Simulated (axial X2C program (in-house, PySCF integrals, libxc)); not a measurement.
**HCoH⁻: bond lengths and stretches, held linear**

How do method and spin–orbit coupling move the bonds and stretches of HCoH⁻, held linear?

Computed with an in-house X2C program for linear molecules on PySCF integrals. Level: all-electron X2C, two-component (2c) or spin-free, H dyall-v3z, Co dyall-v3z.

All values are calculated.

2 further runs of the same task are left out: 2 set aside as unsound or not needed.

### 1 Input

The input, task.json:

```json
{
 "zs": [
  1,
  27,
  1
 ],
 "q": -1,
 "bas": [
  "dyall-v3z",
  "dyall-v3z",
  "dyall-v3z"
 ],
 "r0": [
  1.43,
  1.43
 ],
 "symm": 1,
 "scan": [
  "PBE0",
  "HF",
  "B3LYP"
 ],
 "levels": [
  "PBE0",
  "HF",
  "PBE"
 ],
 "nst": 2
}
```

Keys: zs atomic numbers; q charge; bas basis sets; r0 starting distance in Å; symm equal bonds; scan levels of the two-bond scan (MP2 follows by itself at each HF point); levels methods; nst determinants followed.

On the command line:

```
python solin.py task.json out
```

Masses H 1.008, Co 58.933, H 1.008 u.

### 2 Scan at PBE0, 2c

State: Ω = 4 (beyond evenly filled blocks: ω = 3/2, ω = 5/2). Energies above the lowest point, from the job's result record:

```tsv
r(H–Co) (Å)	r(Co–H) (Å)	E (meV)
1.5678	1.5678	16.23
1.5678	1.6080	7.14
1.5678	1.6482	12.70
1.6080	1.5678	7.14
1.6080	1.6080	0.00
1.6080	1.6482	7.39
1.6080	1.6884	26.84
1.6482	1.5678	12.70
1.6482	1.6080	7.39
1.6482	1.6482	16.50
1.6884	1.6080	26.84
1.6884	1.6884	60.13
```

A quadratic surface with cubic terms in each bond gives the minimum at 1.607 and 1.607 Å, force constants 1.44, 1.44 and coupling 0.17 mdyn/Å.

### 3 Scan at HF, 2c

State: Ω = 4 (beyond evenly filled blocks: ω = 3/2, ω = 5/2). Energies above the lowest point, from the job's result record:

```tsv
r(H–Co) (Å)	r(Co–H) (Å)	E (meV)
1.5678	1.5678	119.69
1.5678	1.6080	81.76
1.5678	1.6482	62.05
1.6080	1.5678	81.76
1.6080	1.6080	44.63
1.6080	1.6482	25.56
1.6080	1.6884	21.65
1.6482	1.5678	62.05
1.6482	1.6080	25.56
1.6482	1.6482	6.98
1.6884	1.6080	21.65
1.6884	1.6884	0.00
```

A quadratic surface with cubic terms in each bond gives the minimum at 1.678 and 1.678 Å, force constants 1.29, 1.29 and coupling 0.05 mdyn/Å.

### 4 Scan at B3LYP, 2c

State: Ω = 4 (beyond evenly filled blocks: ω = 3/2, ω = 5/2). Energies above the lowest point, from the job's result record:

```tsv
r(H–Co) (Å)	r(Co–H) (Å)	E (meV)
1.5678	1.5678	18.76
1.5678	1.6080	8.39
1.5678	1.6482	12.66
1.6080	1.5678	8.39
1.6080	1.6080	0.00
1.6080	1.6482	6.12
1.6080	1.6884	24.25
1.6482	1.5678	12.66
1.6482	1.6080	6.12
1.6482	1.6482	13.96
1.6884	1.6080	24.25
1.6884	1.6884	55.02
```

A quadratic surface with cubic terms in each bond gives the minimum at 1.610 and 1.610 Å, force constants 1.42, 1.42 and coupling 0.17 mdyn/Å.

### 5 Comparison

| level | r(H–Co) (Å) | r(Co–H) (Å) | lower stretch (cm⁻¹) | upper stretch (cm⁻¹) |
| --- | --- | --- | --- | --- |
| PBE0, 2c | 1.607 | 1.607 | 1487.4 | 1646.9 |
| HF, 2c | 1.678 | 1.678 | 1472.1 | 1501.7 |
| B3LYP, 2c | 1.610 | 1.610 | 1474.1 | 1637.0 |
| MP2, 2c | 1.579 | 1.579 | 1405.3 | 1487.1 |
| PBE0, spin-free | 1.606 | 1.606 | 1488.9 | 1648.0 |
| HF, spin-free | 1.677 | 1.677 | 1473.5 | 1503.1 |
| B3LYP, spin-free | 1.610 | 1.610 | 1475.6 | 1638.0 |
| MP2, spin-free | 1.579 | 1.579 | 1403.1 | 1485.7 |

Scans not shown above were run alike.

In words: Over the levels the H–Co bond spans 1.579 to 1.678 Å and the Co–H bond 1.579 to 1.678 Å. At PBE0 spin–orbit coupling leaves both bonds unchanged to 0.001 Å. Each state is one determinant, the lowest of a limited PBE0 search; the stretches come from a fit to few points and are good to some per cent at best. The stretches are sorted by size, and where the two bonds are alike the symmetric and antisymmetric modes can swap order between levels. MP2 freezes inner shells (threshold -2 hartree). For an anion the highest level of a functional can be positive, and the basis then holds the extra electron. The molecule was held linear; bending was not examined, so a bent shape may lie lower. Open-shell Ω = 0 determinants with evenly filled partner blocks cannot be reached by this program, so the Ω shown need not be the lowest component. Note: functional without a current term on a determinant with orbital currents, of the molecule or an atom. Note: several unpaired electrons, one determinant need not be a pure state.
